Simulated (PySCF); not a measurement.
**PbH2: other spin states and a change of charge**

How does PbH2 respond at fixed geometry? The runs cover other spin states and a change of charge. The structure is generated, not taken from experiment.

The runs use PySCF 2.14.0; PBE, Pb def2-SVP with ECP60, H def2-SVP; scalar-relativistic core potentials, no spin–orbit coupling.

3 further runs of the same task are left out: 2 for a known fault of the program, 1 that didn't finish.

**1. The system as given**

3 atoms, charge 0, spin multiplicity 1.

Bond lengths: Pb1–H2 1.877 Å, Pb1–H3 1.877 Å. Angles: H2–Pb1–H3 89.6°.

As a file:

```xyz
3
H2Pb
Pb    0.0000    0.0000   -0.3056
H     1.3229    0.0000    1.0264
H    -1.3229    0.0000    1.0264
```

Formal oxidation states: Pb +2. An earlier session relaxed this geometry at PBE, Pb def2-SVP with ECP60, H def2-SVP (singlet, point group C2v).

Its energy there is -194.043308 Eh.

**2. Multiplicity 3 at the relaxed geometry**

run.py (the lines that set the calculation) reads:

```python
mol = gto.M(atom='''
Pb     0.00000     0.00000    -0.30561
H      1.32286     0.00000     1.02644
H     -1.32286     0.00000     1.02644''',
    basis={'Pb': 'def2-SVP', 'H': 'def2-SVP'},
    ecp={'Pb': 'def2-SVP'},
    charge=0, spin=2)
mf = dft.UKS(mol, xc='PBE')
mf.grids.atom_grid = (50, 194)
mf = mf.density_fit()  # fitting sets: Pb def2-universal-JKFIT, H def2-universal-JKFIT
mf.conv_tol = 1e-08; mf.max_cycle = 55
mf.kernel(dm0)  # dm0: free metal ions and neutral atoms
```

Launch:

```
> OMP_NUM_THREADS=2 python run.py
```

Log:

```text
init E= -193.556087296773
  HOMO = -0.170079280656  LUMO = -0.167641014147  gap/eV = 0.06635
cycle= 1 E= -192.946895004049  delta_E= 0.609  |g|= 0.757  |ddm|= 2.37
cycle= 2 E= -192.94422438805  delta_E= 0.00267  |g|= 1.02  |ddm|= 3.59
cycle= 3 E= -193.929272333904  delta_E= -0.985  |g|= 0.197  |ddm|=  2.5
cycle= 4 E= -193.970757956713  delta_E= -0.0415  |g|= 0.0624  |ddm|= 0.46
cycle= 5 E= -193.972567359343  delta_E= -0.00181  |g|= 0.0184  |ddm|= 0.131
cycle= 6 E= -193.972900025664  delta_E= -0.000333  |g|= 0.00113  |ddm|= 0.0353
cycle= 7 E= -193.972901072721  delta_E= -1.05e-06  |g|= 0.000461  |ddm|= 0.00302
cycle= 8 E= -193.972901344746  delta_E= -2.72e-07  |g|= 6.13e-05  |ddm|= 0.00105
cycle= 9 E= -193.972901350164  delta_E= -5.42e-09  |g|= 1.35e-05  |ddm|= 0.000202
Extra cycle  E= -193.97290135035  delta_E= -1.86e-10  |g|= 1.27e-05  |ddm|= 5.9e-05
converged SCF energy = -193.97290135035  <S^2> = 2.002648  2S+1 = 3.0017648
```

Run time: 0.8 s. Hardware: 2 threads of Arm Neoverse V1, shared host.

It gives: E = -193.972901 Eh (+1.916 eV from the relaxed state), HOMO -3.97 eV, LUMO -5.76 eV (over both spins), ⟨S²⟩ = 2.003, Mulliken charge on Pb1 +0.06 e. An empty level of one spin lies below a filled level of the other.

**3. One electron removed, multiplicity 2**

run.py (the lines that set the calculation), as its differences from that of step 2:

```diff
@@ -6,3 +6,3 @@
     ecp={'Pb': 'def2-SVP'},
-    charge=0, spin=2)
+    charge=1, spin=1)
 mf = dft.UKS(mol, xc='PBE')
@@ -11,2 +11,2 @@
 mf.conv_tol = 1e-08; mf.max_cycle = 55
-mf.kernel(dm0)  # dm0: free metal ions and neutral atoms
+mf.kernel(dm0)  # dm0: the density of the relaxed state
```

Launch:

```
> OMP_NUM_THREADS=2 python run.py
```

Log:

```text
init E= -194.048636462454
  HOMO = -0.213723566227  LUMO = -0.206065526565  gap/eV = 0.20839
cycle= 1 E= -193.700436331338  delta_E= 0.348  |g|= 0.112  |ddm|= 0.72
  HOMO = -0.512464433754  LUMO = -0.478246252874  gap/eV = 0.93112
cycle= 2 E= -193.712414060525  delta_E= -0.012  |g|= 0.0646  |ddm|= 0.526
  HOMO = -0.485696908151  LUMO = -0.452761162061  gap/eV = 0.89623
cycle= 3 E= -193.71481911001  delta_E= -0.00241  |g|= 0.00935  |ddm|= 0.153
  HOMO = -0.481551095271  LUMO = -0.448386262953  gap/eV = 0.90246
cycle= 4 E= -193.714872362681  delta_E= -5.33e-05  |g|= 0.0021  |ddm|= 0.016
  HOMO = -0.481564875589  LUMO = -0.448039741257  gap/eV = 0.91227
cycle= 5 E= -193.714875766772  delta_E= -3.4e-06  |g|= 0.00191  |ddm|= 0.00804
  HOMO = -0.481219556267  LUMO = -0.447942591124  gap/eV = 0.90551
cycle= 6 E= -193.714880085997  delta_E= -4.32e-06  |g|= 0.000253  |ddm|= 0.00435
  HOMO = -0.481214306775  LUMO = -0.447938280684  gap/eV = 0.90549
cycle= 7 E= -193.714880191163  delta_E= -1.05e-07  |g|= 5.42e-05  |ddm|= 0.000866
  HOMO = -0.481202708497  LUMO = -0.447931814335  gap/eV = 0.90535
cycle= 8 E= -193.714880195385  delta_E= -4.22e-09  |g|= 2.05e-06  |ddm|= 0.000164
  HOMO = -0.481201804382  LUMO = -0.447931174652  gap/eV = 0.90534
Extra cycle  E= -193.714880195393  delta_E= -8.19e-12  |g|= 8.13e-07  |ddm|= 7.22e-06
converged SCF energy = -193.714880195393  <S^2> = 0.75605494  2S+1 = 2.0060458
```

Wall time 0.4 s (2 threads of Arm Neoverse V1, shared host).

Read off: E = -193.714880 Eh (+8.937 eV from the relaxed state), HOMO -13.09 eV, LUMO -12.19 eV (over both spins), ⟨S²⟩ = 0.756, Mulliken charge on Pb1 +0.87 e. 

**4. One electron added, multiplicity 2**

run.py (the lines that set the calculation), as its differences from that of step 3:

```diff
@@ -6,3 +6,3 @@
     ecp={'Pb': 'def2-SVP'},
-    charge=1, spin=1)
+    charge=-1, spin=1)
 mf = dft.UKS(mol, xc='PBE')
```

Launch:

```
> OMP_NUM_THREADS=2 python run.py
```

Log:

```text
init E= -194.047817878483
  HOMO = -0.134915443908  LUMO = -0.129543783825  gap/eV = 0.14617
cycle= 1 E= -194.05256413614  delta_E= -0.00475  |g|= 0.134  |ddm|= 0.768
  HOMO = 0.108056432922  LUMO = 0.144629230563  gap/eV = 0.99520
cycle= 2 E= -194.055501721541  delta_E= -0.00294  |g|= 0.161  |ddm|= 0.837
  HOMO = 0.0786567643362  LUMO = 0.116077966767  gap/eV = 1.01828
cycle= 3 E= -194.073722643694  delta_E= -0.0182  |g|= 0.0138  |ddm|= 0.359
  HOMO = 0.0718621078188  LUMO = 0.109955676153  gap/eV = 1.03658
cycle= 4 E= -194.07384412028  delta_E= -0.000121  |g|= 0.00899  |ddm|= 0.0518
  HOMO = 0.0712415891093  LUMO = 0.109545888799  gap/eV = 1.04231
cycle= 5 E= -194.073933302919  delta_E= -8.92e-05  |g|= 0.00133  |ddm|= 0.0224
  HOMO = 0.0711611788521  LUMO = 0.10962092602  gap/eV = 1.04654
cycle= 6 E= -194.073935943434  delta_E= -2.64e-06  |g|= 0.00019  |ddm|= 0.0041
  HOMO = 0.0711590569232  LUMO = 0.109656616751  gap/eV = 1.04757
cycle= 7 E= -194.073936067472  delta_E= -1.24e-07  |g|= 3.45e-05  |ddm|= 0.00122
  HOMO = 0.0711594703358  LUMO = 0.109658817638  gap/eV = 1.04762
cycle= 8 E= -194.073936069784  delta_E= -2.31e-09  |g|= 3.91e-06  |ddm|= 0.000155
  HOMO = 0.0711591870176  LUMO = 0.10965856532  gap/eV = 1.04762
Extra cycle  E= -194.073936069781  delta_E= 2.93e-12  |g|= 4.2e-06  |ddm|= 1.86e-05
converged SCF energy = -194.073936069781  <S^2> = 0.7525567  2S+1 = 2.0025551
```

Run time: 0.4 s. Hardware: 2 threads of Arm Neoverse V1, shared host.

Read off: E = -194.073936 Eh (-0.833 eV from the relaxed state), HOMO 1.94 eV, LUMO 2.98 eV (over both spins), ⟨S²⟩ = 0.753, Mulliken charge on Pb1 -0.58 e. The highest filled level lies above zero; it isn't the detachment energy.

**5. The states side by side**

| state | energy from the relaxed state (eV) | ⟨S²⟩ | time |
| --- | --- | --- | --- |
| charge 0, singlet, vacuum (relaxed) | 0 | 0.00 |  |
| charge -1, doublet, vacuum | -0.83 | 0.75 | 0.4 s |
| charge 0, triplet, vacuum | 1.92 | 2.00 | 0.8 s |
| charge +1, doublet, vacuum | 8.94 | 0.76 | 0.4 s |

An electron taken off or put on is at rest in vacuum. 

Removing an electron vertically costs 8.94 eV (doublet), against −HOMO = 5.71 eV. Adding an electron vertically releases 0.83 eV (doublet). The triplet lies 1.92 eV above at this geometry. The bases are small and lack diffuse functions. Spin–orbit coupling is left out.
